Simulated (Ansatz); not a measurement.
# One shape, several levels: doublet CHClFNOSi+

We compute a comparison of 6 runs (U-wB97M-V/6-31G*, UBLYP/6-31G*, UPBE0/6-31G*, RPA@PBE/6-31G*, UMP2/6-31G*, UCCSD(T)/6-31G*) of doublet CHClFNOSi+. 

Program for the calculation: Ansatz 0.2.0.

144 further runs of the same task are left out: 144 set aside as unsound or not needed. Runs told in other sessions of the task aren't counted.

### Step 1. The molecule

CHClFNOSi+ has 7 atoms, charge +1, and is taken as a doublet. SMILES of the parent species: `O=C=N[SiH](F)Cl`. The coordinates come from a PBE0-D4/def2-TZVP relaxation. This is one conformer, not always the lowest. That shape belongs to the parent species and isn't relaxed for this state.

Bond lengths: O1–C2 1.159 Å, C2–N3 1.198 Å, N3–Si4 1.686 Å, Si4–F5 1.581 Å, Si4–Cl6 2.029 Å, Si4–H7 1.466 Å. Angles: O1–C2–N3 177.6°, C2–N3–Si4 156.6°, N3–Si4–F5 108.1°, N3–Si4–Cl6 110.5°, F5–Si4–Cl6 108.3°, N3–Si4–H7 110.6°, F5–Si4–H7 109.0°, Cl6–Si4–H7 110.3°.

### Step 2. A single-point energy at U-wB97M-V/6-31G(d) (spherical functions) (run 1)

File in.yaml:

```yaml
crystal:
  periodic: [false, false, false]
  atoms:
    - {symbol: O, position_ang: [0.815200, -2.357500, 1.658700]}
    - {symbol: C, position_ang: [0.512200, -1.559700, 0.874600]}
    - {symbol: N, position_ang: [0.199300, -0.771000, 0.028300]}
    - {symbol: Si, position_ang: [-0.274200, 0.722000, -0.596700]}
    - {symbol: F, position_ang: [0.917700, 1.292700, -1.464400]}
    - {symbol: Cl, position_ang: [-0.652900, 2.033600, 0.904000]}
    - {symbol: H, position_ang: [-1.456100, 0.571700, -1.450200]}
basis:
  gaussian:
    orbitals: 6-31G_st_-spherical.json
total_charge: 1
magnetization:
  spin_polarized: true
  initial_magnetization: 1
hamiltonian:
  xc: {name: wB97M-V}
accuracy: high
output:
  orbitals: {seedname: orbitals}
```

The basis set 6-31G* is read from a file made from the Basis Set Exchange's data (not shown).

The run is started by

```
$ ansatz run in.yaml --threads 1 --pin off --max-ram 3480MiB --events-out events.jsonl --progress --plain --runs-dir runs
```

Standard output:

```text
Warning: RAYON_NUM_THREADS=1 ignored (pool sized by the plan → 1); use --threads N
Functional definition: wB97M-V
  name "wB97M-V"
  parameter omega = 0.3/bohr
  parameter cx = 0.15
  parameter cx01 = 1.007
  parameter cx10 = 0.259
  parameter css00 = 0.443
  parameter css04 = -1.437
  parameter css10 = -4.535
  parameter css20 = -3.390
  parameter css43 = 4.278
  parameter cos00 = 1.000
  parameter cos10 = 1.358
  parameter cos20 = 2.924
  parameter cos21 = -8.812
  parameter cos60 = -1.390
  parameter cos61 = 9.142
  parameter b = 6.0
  parameter c = 0.01
  gx(w, u) = 1 - cx + cx01*u + cx10*w
  gss(w, u) = css00 + css04*u^4 + css10*w + css20*w^2 + css43*w^4*u^3
  gos(w, u) = cos00 + cos10*w + (cos20 + cos21*u)*w^2 + (cos60 + cos61*u)*w^6
  exchange = spin_sum(e_x_unif_sr(omega)*gx(b97_w, b97_u_x)) + cx*exact_x_sr(omega) + exact_x_lr(omega)
  correlation = spin_sum(e_c_pw_mod_same_spin*gss(b97_w, b97_u_same))
      + integral(e_c_pw_mod_opposite_spin*gos(b97_w_opposite, b97_u_opposite)) + vv10(b, c)
1979 factors; integrals over basis functions are off by at most 6.2e-9 eV
384 factors; integrals over basis functions are off by at most 2.1e-9 eV
mean field evaluation 1: about -27685.6567 eV, gradient 5.0e1 eV
mean field evaluation 2: about -27678.8304 eV, gradient 6.7e1 eV
mean field evaluation 4: about -27695.1023 eV, gradient 4.1e0 eV
mean field evaluation 8: about -27695.2670 eV, gradient 1.2e0 eV
mean field evaluation 16: about -27695.6054 eV, gradient 4.1e-1 eV
mean field evaluation 32: about -27695.7018 eV, gradient 5.2e-2 eV
mean field -27695.70354645 eV, -1017.7983325099 hartree, gradient 2.1e-8 eV, S^2 0.767897; 6 other end points of the search recorded, 0 dependent functions left out
reference -27695.70355051 eV, -1017.7983326590 hartree; 31, 30 occupied and 63, 64 virtual orbitals, 1979 factors
Total energy: -27695.70355051 eV, -1017.7983326590 hartree
```

Wall time 4 min (1 thread of Arm Neoverse V2, shared host); peak memory 1.2 GiB.

### Step 3. The energy at UBLYP/6-31G(d) (spherical functions) (run 2)

File molecule.yaml:

```yaml
crystal:
  periodic: [false, false, false]
  atoms:
    - {symbol: O, position_ang: [0.815200, -2.357500, 1.658700]}
    - {symbol: C, position_ang: [0.512200, -1.559700, 0.874600]}
    - {symbol: N, position_ang: [0.199300, -0.771000, 0.028300]}
    - {symbol: Si, position_ang: [-0.274200, 0.722000, -0.596700]}
    - {symbol: F, position_ang: [0.917700, 1.292700, -1.464400]}
    - {symbol: Cl, position_ang: [-0.652900, 2.033600, 0.904000]}
    - {symbol: H, position_ang: [-1.456100, 0.571700, -1.450200]}
basis:
  gaussian: {orbitals: 6-31G_st_-spherical.json}
total_charge: 1
magnetization: {spin_polarized: true, initial_magnetization: 1}
hamiltonian: {xc: {name: BLYP}}
accuracy: high
output: {orbitals: {seedname: orbitals}}
```

The basis set 6-31G* is read from a file made from the Basis Set Exchange's data (not shown).

The run is started by

```
$ ansatz run molecule.yaml --threads 1 --pin off --max-ram 3480MiB --events-out events.jsonl --progress --plain --runs-dir runs
```

Standard output:

```text
Warning: RAYON_NUM_THREADS=1 ignored (pool sized by the plan → 1); use --threads N
Functional definition: BLYP
  name "BLYP"
  parameter beta = 0.0042
  parameter a = 0.04918
  parameter b = 0.132
  parameter c = 0.2533
  parameter d = 0.349
  exchange = b88_x(beta = beta)
  correlation = lyp_c(a = a, b = b, c = c, d = d)
1979 factors; integrals over basis functions are off by at most 6.2e-9 eV
mean field evaluation 1: about -27679.9808 eV, gradient 6.7e1 eV
mean field evaluation 2: about -27578.6024 eV, gradient 1.5e2 eV
mean field evaluation 4: about -27686.6005 eV, gradient 4.7e1 eV
mean field evaluation 8: about -27697.6618 eV, gradient 6.1e0 eV
mean field evaluation 16: about -27697.9977 eV, gradient 6.2e-2 eV
mean field evaluation 32: about -27697.9977 eV, gradient 1.4e-7 eV
mean field evaluation 64: about -27697.8904 eV, gradient 6.2e-1 eV
mean field -27697.99769637 eV, -1017.8826409644 hartree, gradient 3.8e-8 eV, S^2 0.753365; 8 other end points of the search recorded, 0 dependent functions left out
reference -27697.99774773 eV, -1017.8826428518 hartree; 31, 30 occupied and 63, 64 virtual orbitals, 1979 factors
Total energy: -27697.99774773 eV, -1017.8826428518 hartree
```

It took 25 s on 1 thread of Arm Neoverse V2, shared host; peak memory 0.31 GiB.

Runs 3 to 4 aren't shown in full; the table further down has their settings and results.

### Step 4. The energy at UMP2/6-31G(d) (spherical functions) (run 5)

molecule.yaml, as its differences from that of step 3:

```diff
@@ -11,7 +11,11 @@
 basis:
-  gaussian: {orbitals: 6-31G_st_-spherical.json}
+  gaussian:
+    orbitals: 6-31G_st_-spherical.json
 total_charge: 1
-magnetization: {spin_polarized: true, initial_magnetization: 1}
-hamiltonian: {xc: {name: BLYP}}
+magnetization:
+  spin_polarized: true
+  initial_magnetization: 1
+correlation:
+  method: mp2
+  frozen_orbitals: {C: 1, Cl: 5, F: 1, H: 0, "N": 1, O: 1, Si: 5}
 accuracy: high
-output: {orbitals: {seedname: orbitals}}
```

The basis set 6-31G* is read from a file made from the Basis Set Exchange's data (not shown).

The run is started by

```
$ ansatz run molecule.yaml --threads 1 --pin off --max-ram 3480MiB --events-out events.jsonl --progress --plain --runs-dir runs
```

Standard output (excerpt; [...] marks lines left out):

```text
Warning: RAYON_NUM_THREADS=1 ignored (pool sized by the plan → 1); use --threads N
Functional definition: HF
  name "HF"
[...]
1979 factors; integrals over basis functions are off by at most 6.2e-9 eV
[...]
mean field -27629.64957562 eV, -1015.3708938550 hartree, gradient 2.2e-8 eV, S^2 0.917785; 14 other end points of the search recorded, 0 dependent functions left out
14 core orbitals not correlated: weight in the atoms' cores, before any rotation towards them, 1.000 or more for the frozen orbitals, at most 0.000 for the correlated occupied ones
reference -27629.64957562 eV, -1015.3708938550 hartree; 17, 16 occupied and 63, 64 virtual orbitals, 1979 factors
second order -20.77814516 eV of doubles, -0.00000000 eV of singles
Total energy: -27650.42772078 eV, -1016.1344766056 hartree
```

It took 30 s on 1 thread of Arm Neoverse V2, shared host; peak memory 0.4 GiB.

### Step 5. The energy at UCCSD(T)/6-31G(d) (spherical functions) (run 6)

File job.yaml:

```yaml
crystal:
  periodic: [false, false, false]
  atoms:
    - {symbol: O, position_ang: [0.815200, -2.357500, 1.658700]}
    - {symbol: C, position_ang: [0.512200, -1.559700, 0.874600]}
    - {symbol: N, position_ang: [0.199300, -0.771000, 0.028300]}
    - {symbol: Si, position_ang: [-0.274200, 0.722000, -0.596700]}
    - {symbol: F, position_ang: [0.917700, 1.292700, -1.464400]}
    - {symbol: Cl, position_ang: [-0.652900, 2.033600, 0.904000]}
    - {symbol: H, position_ang: [-1.456100, 0.571700, -1.450200]}
basis:
  gaussian:
    orbitals: 6-31G_st_-spherical.json
total_charge: 1
magnetization:
  spin_polarized: true
  initial_magnetization: 1
correlation:
  method: ccsd_t
  frozen_orbitals: {C: 1, Cl: 5, F: 1, H: 0, "N": 1, O: 1, Si: 5}
accuracy: high
scf:
  omitted_lower_state_checks: [cluster_reference, increment]
```

The basis set 6-31G* is read from a file made from the Basis Set Exchange's data (not shown).

The run is started by

```
$ ansatz run job.yaml --threads 1 --pin off --max-ram 3480MiB --events-out events.jsonl --progress --plain --runs-dir runs
```

Standard output:

```text
Warning: RAYON_NUM_THREADS=1 ignored (pool sized by the plan → 1); use --threads N
[... 17 lines left out ...]
14 core orbitals not correlated: weight in the atoms' cores, before any rotation towards them, 1.000 or more for the frozen orbitals, at most 0.000 for the correlated occupied ones
[... 58 lines left out ...]
Total energy: -27652.45674791 eV, -1016.2090419771 hartree
Checks for a lower state left out: cluster_reference, increment
```

Wall time 4.4 min (1 thread of Arm Neoverse V2, shared host); peak memory 1.2 GiB.

### Step 6. Overview of the runs

```
run                                   level  frozen core orbitals   energy (Eh)   ⟨S²⟩  wall time
  1  U-wB97M-V/6-31G* (spherical functions)                     –  -1017.798333  0.768      4 min
  2      UBLYP/6-31G* (spherical functions)                     –  -1017.882643  0.753       25 s
  3      UPBE0/6-31G* (spherical functions)                     –  -1017.358816  0.765       36 s
  4    RPA@PBE/6-31G* (spherical functions)                    14  -1016.538389  0.753       39 s
  5       UMP2/6-31G* (spherical functions)                    14  -1016.134477  0.918       30 s
  6   UCCSD(T)/6-31G* (spherical functions)                    14  -1016.209042  0.918    4.4 min
```

### Step 7. Results

```
                                           quantity           value
                                run 6: total energy  -1016.20904 Eh
run 6: correlation energy (14 core orbitals frozen)      -838.1 mEh
                              run 6: (T) correction      -25.79 mEh
           run 6: ⟨S²⟩ of the reference determinant           0.918
                               run 6: T1 diagnostic           0.038
```

**Reading.** Totals of different functionals can't be ranked against each other. Spin contamination of the reference: run 5 ⟨S²⟩ = 0.92, run 6 ⟨S²⟩ = 0.92. All runs together took 11 min, the longest 4.4 min.
